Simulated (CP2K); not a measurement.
# CH4FSSi (SMILES CS[SiH]F) at PDG

Wanted: the energy of CH4FSSi. 

The results are computed with CP2K 2026.2.

4 further runs of the same task are left out: 4 set aside as unsound or not needed.

### Step 1. The molecule

CH4FSSi has 8 atoms, charge 0, and is taken as a doublet. As SMILES, `CS[SiH]F`. Geometry: relaxed at GFN2-xTB. This is one conformer, not always the lowest.

Bond lengths: C1–S2 1.822 Å, S2–Si3 2.151 Å, Si3–F4 1.626 Å, C1–H5 1.085 Å, C1–H6 1.084 Å, C1–H7 1.085 Å, Si3–H8 1.449 Å. Angles: C1–S2–Si3 101.6°, S2–Si3–F4 105.7°, S2–C1–H5 109.5°, S2–C1–H6 109.9°, S2–C1–H7 106.2°, S2–Si3–H8 112.9°, F4–Si3–H8 101.3°, H5–C1–H6 110.6°, H5–C1–H7 110.3°, H6–C1–H7 110.2°.

### Step 2. A single-point energy at PDG

File gas.inp:

```
&GLOBAL
  PROJECT_NAME gas
  RUN_TYPE ENERGY
  PRINT_LEVEL MEDIUM
&END GLOBAL

&FORCE_EVAL
  METHOD QUICKSTEP
  &DFT
    MULTIPLICITY 2
    SPIN_POLARIZED T
    # Quickstep
    &QS
      METHOD PDG
      EPS_DEFAULT 1.0E-10
      &SE
        &COULOMB
          CUTOFF [angstrom] 50
          RC_RANGE [angstrom] 0
        &END COULOMB
        &EXCHANGE
          CUTOFF [angstrom] 50
          RC_RANGE [angstrom] 0
        &END EXCHANGE
      &END SE
    &END QS
    &POISSON
      PERIODIC NONE
      POISSON_SOLVER ANALYTIC
    &END POISSON
    # SCF settings
    &SCF
      SCF_GUESS ATOMIC
      EPS_SCF 1.0E-06
      MAX_SCF 100
      ADDED_MOS 8
      &DIAGONALIZATION
        ALGORITHM STANDARD
      &END DIAGONALIZATION
      &MIXING
        METHOD DIRECT_P_MIXING
        ALPHA 0.4
      &END MIXING
    &END SCF
    # extra output
    &PRINT
      &MOMENTS
        PERIODIC F
        REFERENCE COM
        MAX_MOMENT 1
      &END MOMENTS
      &MO ON
        ENERGIES T
        OCCUPATION_NUMBERS T
        NDIGITS 6
        &EACH
          QS_SCF 0
        &END EACH
        ADD_LAST NUMERIC
      &END MO
      &HIRSHFELD OFF
      &END HIRSHFELD
    &END PRINT
  &END DFT
  # atoms, cell and kinds
  &SUBSYS
    # box in angstrom
    &CELL
      ABC 15.6 15.1 14.4
      PERIODIC NONE
    &END CELL
    &COORD
      C      1.081950     0.576750    -0.193330
      S      0.037420     0.509220     1.297510
      Si    -1.712380    -0.498430     0.556430
      F     -1.589900    -0.455520    -1.064020
      H      1.417560    -0.423850    -0.446980
      H      0.524000     1.012530    -1.014820
      H      1.929400     1.205060     0.058870
      H     -1.688050    -1.925760     0.806340
    &END COORD
    &TOPOLOGY
      &CENTER_COORDINATES
      &END CENTER_COORDINATES
    &END TOPOLOGY
  &END SUBSYS
&END FORCE_EVAL
```

On the command line:

```
$ OMP_NUM_THREADS=1 cp2k.psmp -i gas.inp -o gas.out
```

Standard output:

```text
CP2K| version string:                                       CP2K version 2026.2
[...]
 GLOBAL| Method name                                                        CP2K
[...]
 GLOBAL| Run type                                                         ENERGY
[...]
 *** WARNING in qs_environment.F:2210 :: More added MOs requested than     ***
 *** available. The full set of unoccupied MOs will be used. Use           ***
 *** 'ADDED_MOS -1' to always use all available MOs and to get rid of this ***
[...]
                             - Atoms:                                          8
[...]
                             - Spherical basis functions:                     20
[...]
 Number of electrons:                                                         13
[...]
     1 P_Mix/Diag. 0.40E+00    0.0     0.43813897       -27.7641410990 -2.78E+01
[...]
    25 DIIS/Diag.  0.16E-06    0.0     0.00000087       -31.8612312730 -2.17E-12
  *** SCF run converged in    25 steps ***
  Core-core repulsion energy [eV]:                           1273.90285824452258
  Core Hamiltonian energy [eV]:                             -1421.74617755298868
  Two-electron integral energy [eV]:                        -1438.28975000942478
  Electronic energy [eV]:                                   -2140.89105255770119
  Total energy [eV]:                                         -866.98819431317872
  Atomic reference energy [eV]:                               866.38986875028183
  Heat of formation [kcal/mol]:                               -13.79771635542091
[...]
 SE_DIPOLE| Moment [Debye]         -0.02644573       0.39047071       0.12383472
 SE_DIPOLE| Derivative [a.u.]       0.00000000       0.00000000       0.00000000
 ENERGY| Total FORCE_EVAL ( QS ) energy [hartree]            -31.861231273038950
[...]
```

Run time: 1.1 s. Hardware: 1 thread of Intel Xeon Platinum 8488C (Sapphire Rapids), shared host; peak memory 0.19 GiB.

### Step 3. Results

At PDG:

| quantity | value |
| --- | --- |
| total energy | -31.86123 Eh |
| dipole moment (of the density that the program reports) | 0.41 D |
| HOMO energy (Hartree–Fock orbitals) (highest over α and β) | -8.00 eV |
| LUMO energy (Hartree–Fock orbitals) (lowest over α and β) | -1.68 eV |
| heat of formation | -13.8 kcal/mol |
